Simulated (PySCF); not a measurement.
# C8H11B: the cost of one run

The runs use PySCF 2.14.0, with density-fitted response routines of our own; the level of theory stands in each step. All values are computed, except where a source is named. Atoms are numbered from 0 throughout.

### 1 Starting geometry

20 atoms, charge 0, multiplicity 1; geometry from: GFN2-xTB. The atoms were then displaced at random by about 0.01 Å, so the start is not that level's minimum.

Bonds of the start (Å): C0–B1 1.58, B1–C2 1.59, B1–C3 1.60, C3–C4 1.39, C4–C5 1.38, C5–C6 1.39, C6–C7 1.39, C7–C8 1.40, C8–C3 1.38, C0–H9 1.07, C0–H10 1.12, C0–H11 1.07, C2–H12 1.09, C2–H13 1.08, C2–H14 1.08, C4–H15 1.06, C5–H16 1.08, C6–H17 1.06, C7–H18 1.06, C8–H19 1.09.

### 2 Optimising the geometry at PBE0-D3(BJ)/def2-SVP

What the job is given:

```
{"job": {"xc": "PBE0", "basis": "def2-SVP", "d3": "d3bj", "grid": 1, "shake": 0.01, "kind": "geom"}, "charge": 0, "multiplicity": 1}
C     -2.254250    -1.230790    -0.152900
B     -1.396280     0.098130    -0.095600
C     -2.097510     1.522660    -0.146530
C      0.200150    -0.009460     0.009070
C      0.810830    -1.260090     0.043670
C      2.184550    -1.354000     0.145140
C      2.979780    -0.218960     0.202150
C      2.377720     1.032120     0.156360
C      0.984860     1.127870     0.088200
H     -2.003110    -1.826450    -1.001080
H     -3.349770    -1.008270    -0.221930
H     -2.115260    -1.825060     0.731950
H     -1.867640     2.114700     0.744160
H     -3.177680     1.483950    -0.208570
H     -1.719070     2.100030    -0.981870
H      0.223980    -2.143510     0.018720
H      2.657960    -2.322060     0.174570
H      4.036360    -0.289700     0.278590
H      2.963930     1.914740     0.203240
H      0.509420     2.109550     0.042730
```

Started as:

```bash
> OMP_NUM_THREADS=1 python probes_run.py task.json out
```

This one command runs all jobs of the session in turn.

**Question.** How long does this first job take on 1 thread of Arm Neoverse V1, shared host, and how much memory does it need?

About 1.8 min, with a peak of 0.81 GiB.
